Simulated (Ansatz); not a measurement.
## CrRu, space group P-6m2: a scan of one input key, step by step

With Ansatz's Python interface.

The cells in order, each with its output:

```python
import ansatz as az
from tabulate import tabulate
```

```python
system = (
    az.Lattice.of((2.663748, 0.0, 0.0), (-1.331874, 2.306873, 0.0), (0.0, 0.0, 4.218014))
    .atom("Cr", (2 / 3, 1 / 3, 0.0))
    .atom("Ru", (1 / 3, 2 / 3, 0.5))
    .moments(Cr=3.9)
)
```

```python
system.resolved().sites[-1]
```

    Site(symbol='Ru', position=(0.3333333333333333, 0.6666666666666666, 0.5), moment=None, axis=None, held=None, saved=None)

```python
base = system.calculation()
base = base.functional("lda").spin("collinear")
base = base.kpoints(14, 14, 8).occupations("Fermi-Dirac", width=0.15)
base = base.band_table()
typed = base.input()
rows = []
for value in [4, 6, 9]:
    edited = typed.set(az.key.basis.ecutrho_ratio, value)
    report = az.Session.from_dict(edited).plan().execute().report
    rows.append((value, report["free_energy_ev"], report["n_iterations"], len(report["eigenvalues_ev"][0]) if "eigenvalues_ev" in report else 0))
print(tabulate(rows, headers=["density ratio", "F eV", "iterations", "bands listed"], floatfmt=".4f", tablefmt="github"))
```

    DeckWarning: basis.ecutwfc = 420 eV, auto-derived from the records' recommended cutoffs: set by Cr (normal level)
    RunWarning: the starting moments were not kept: the SCF closed with an absolute magnetisation of 8.2e-6 μB, where they sum to 3.9 μB in size (1 site). That is at most 0.1 of that sum. Measured as [...]
    |   density ratio |       F eV |   iterations |   bands listed |
    |-----------------|------------|--------------|----------------|
    |               4 | -9081.0923 |           13 |             21 |
    |               6 | -9081.0923 |           13 |             21 |
    |               9 | -9081.0923 |           13 |             21 |

Total energies depend on the potentials; only differences at equal settings carry meaning. A total without «per atom» is that of the whole cell that was run. The SCF didn't keep the moments it started from (some shrank, vanished or turned); what is printed is the state reached. The smearing is wide enough that free energy and stress hold a thermal part of the electrons. The structure comes from a database of computed cells and needn't be a stable or known phase. Warnings are shown shortened and without file and line. It ran for 51 s on 1 thread of Arm Neoverse V2, with other jobs on the host, peak memory 0.52 GiB.
